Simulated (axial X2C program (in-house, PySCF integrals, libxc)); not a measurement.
# Linear WNC⁺ at several levels

One table from this session's results is given with a row withheld; the runs are named, their logs left out.

Program: an in-house X2C program for linear molecules on PySCF integrals. Level of theory: all-electron X2C, two-component (2c) or spin-free, W dyall-v3z, N dyall-av3z, C dyall-v3z. These are calculated values, not measurements.

All values are calculated.

2 further runs of the same task are left out: 2 set aside as unsound or not needed.

Set-up of the first run:

File task.json:

```json
{"zs": [74, 7, 6], "q": 1, "bas": ["dyall-v3z", "dyall-av3z", "dyall-v3z"], "r0": [2.03, 1.17], "symm": 0, "scan": ["PBE0", "HF", "LDA"], "levels": ["PBE0", "HF", "r2SCAN"], "nst": 2}
```

Keys: zs atomic numbers; q charge; bas basis sets; r0 starting distance in Å; symm equal bonds; scan levels of the two-bond scan (MP2 follows by itself at each HF point); levels methods; nst determinants followed.

Launch:

```sh
$ python solin.py task.json out
```

Masses W 183.951, N 14.003, C 12.000 u.

Among the steps run: Scan at PBE0, 2c; Scan at HF, 2c; Scan at LDA, 2c.

One table of the session follows, with a row left open; its other results are not shown here.

```
          level  r(W–N) (Å)  r(N–C) (Å)  lower stretch (cm⁻¹)  upper stretch (cm⁻¹)
       PBE0, 2c       1.861       1.204                 583.9                1934.6
         HF, 2c       1.909       1.176                 566.3                2098.2
        LDA, 2c       1.834       1.214                 592.2                1853.3
        MP2, 2c       1.893       1.208                 564.9                1967.1
PBE0, spin-free       1.860       1.205                 585.7                1923.0
  HF, spin-free       1.909       1.176                 567.4                2088.6
 LDA, spin-free       1.833       1.216                 595.0                1839.6
 MP2, spin-free           ?           ?                     ?                     ?
```

**Question.** Estimate the row for MP2, spin-free.

**Answer.** r(W–N) (Å): 1.892; r(N–C) (Å): 1.209; lower stretch (cm⁻¹): 567.2; upper stretch (cm⁻¹): 1975.5. In the column «r(W–N) (Å)» it lies between PBE0, 2c (1.861) and MP2, 2c (1.893).

Scans not shown above were run alike.

Limits of these values: The molecule was held linear; bending was not examined, so a bent shape may lie lower. Note: functional without a current term on a determinant with orbital currents, of the molecule or an atom.
